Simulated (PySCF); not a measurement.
# Bi2OF8: other functionals and bases at one geometry

An exercise on one series of results from a longer session: the logs are not shown, and one member is left open.

The runs use PySCF 2.14.0; several levels, as the steps say, no spin–orbit coupling.

5 further runs of the same task are left out: 2 for a known fault of the program, 3 that didn't finish.

## Starting geometry

11 atoms, charge 0, spin multiplicity 1.

Bond lengths: Bi1–O3 2.121 Å, Bi1–F4 2.029 Å, Bi1–F5 2.029 Å, Bi1–F6 2.043 Å, Bi1–F7 2.041 Å, Bi2–O3 2.121 Å, Bi2–F8 2.029 Å, Bi2–F9 2.029 Å, Bi2–F10 2.043 Å, Bi2–F11 2.041 Å. Angles: O3–Bi1–F4 121.6°, O3–Bi1–F5 121.6°, O3–Bi1–F6 84.3°, O3–Bi1–F7 96.1°, F4–Bi1–F5 116.4°, F4–Bi1–F6 89.7°, F4–Bi1–F7 90.1°, F5–Bi1–F6 89.7°, F5–Bi1–F7 90.1°, F6–Bi1–F7 179.6°, O3–Bi2–F8 121.6°, O3–Bi2–F9 121.6°, O3–Bi2–F10 84.3°, O3–Bi2–F11 96.1°, F8–Bi2–F9 116.4°, F8–Bi2–F10 89.7°, F8–Bi2–F11 90.1°, F9–Bi2–F10 89.7° and more.

As a file:

```mol
Bi2F8O
  3D, bonds by distance, orders not assigned

 11 10  0  0  0  0  0  0  0  0999 V2000
    0.0000    0.0542    1.9475 Bi  0  0
   -0.0000    0.0542   -1.9475 Bi  0  0
   -0.0000    0.8956    0.0000 O   0  0
    1.7236   -0.2613    2.9696 F   0  0
   -1.7236   -0.2613    2.9696 F   0  0
    0.0000    2.0013    2.5663 F   0  0
    0.0000   -1.8951    1.3422 F   0  0
    1.7236   -0.2613   -2.9696 F   0  0
   -1.7236   -0.2613   -2.9696 F   0  0
   -0.0000    2.0013   -2.5663 F   0  0
   -0.0000   -1.8951   -1.3422 F   0  0
  1  3  8  0
  1  4  8  0
  1  5  8  0
  1  6  8  0
  1  7  8  0
  2  3  8  0
  2  8  8  0
  2  9  8  0
  2 10  8  0
  2 11  8  0
M  END
```

Formal oxidation states: Bi +5. An earlier session relaxed this geometry at BP86, Bi def2-SVP with ECP60, O def2-SVP, F def2-SVP (singlet, point group C2v).

At BP86 on the finer grid: E = -1302.762358 Eh, HOMO -9.61 eV, LUMO -7.68 eV, Mulliken charge on Bi1 +1.50 e, largest force component 0.020 eV/Å. 

Levels to run: wB97X; PBE0; r2SCAN; B3LYP; BP86, TZVP. Hardware: 4 threads of Arm Neoverse V2, shared host.

Set-up of the first run:

Input file run.py (the lines that set the calculation):

```python
mol = gto.M(atom='''
Bi     0.00000     0.05418     1.94747
Bi     0.00000     0.05418    -1.94747
O      0.00000     0.89556     0.00000
F      1.72361    -0.26128     2.96962
F     -1.72361    -0.26128     2.96962
F      0.00000     2.00135     2.56632
F      0.00000    -1.89513     1.34220
F      1.72361    -0.26128    -2.96962
F     -1.72361    -0.26128    -2.96962
F      0.00000     2.00135    -2.56632
F      0.00000    -1.89513    -1.34220''',
    basis={'Bi': 'def2-SVP', 'O': 'def2-SVP', 'F': 'def2-SVP'},
    ecp={'Bi': 'def2-SVP'},
    charge=0, spin=0)
mf = dft.RKS(mol, xc='WB97X')
mf.grids.atom_grid = (75, 302)
mf = mf.density_fit()  # fitting sets: Bi def2-universal-JKFIT, O def2-universal-JKFIT, F def2-universal-JKFIT
mf.conv_tol = 1e-08; mf.max_cycle = 55
mf.kernel(dm0)  # dm0: the density of the relaxed state
```

Command:

```console
$ OMP_NUM_THREADS=4 python run.py
```

Steps of the session up to this table: wB97X; PBE0; r2SCAN; B3LYP; BP86, TZVP.

One of the session's tables, all rows but one given; the rest of the session is left out.

```
              level  HOMO (eV)  gap (eV)  charge on Bi1 (e)  dipole (D)  largest force component (eV/Å)
BP86 (relaxed here)      -9.61      1.93               1.50        0.07                            0.02
              wB97X     -13.82      8.48               1.74        0.11                            1.08
               PBE0     -11.49      4.23               1.72        0.03                            0.79
             r2SCAN     -10.14      2.33               1.68        0.03                            0.53
              B3LYP          ?         ?                  ?           ?                               ?
         BP86, TZVP     -10.03      1.97               1.65        0.15                            0.58
```

**Question.** Estimate the row for B3LYP.

The run gave: HOMO (eV): -11.11; gap (eV): 3.75; charge on Bi1 (e): 1.68; dipole (D): 0.00; largest force component (eV/Å): 0.52. In the column «HOMO (eV)» it lies between PBE0 (-11.49) and r2SCAN (-10.14).

In one basis the HOMO–LUMO gap runs from 1.93 eV (BP86) to 8.48 eV (wB97X). The largest leftover force, 1.08 eV/Å with wB97X, stands at a geometry relaxed at another level. Total energies of different levels can't be compared.
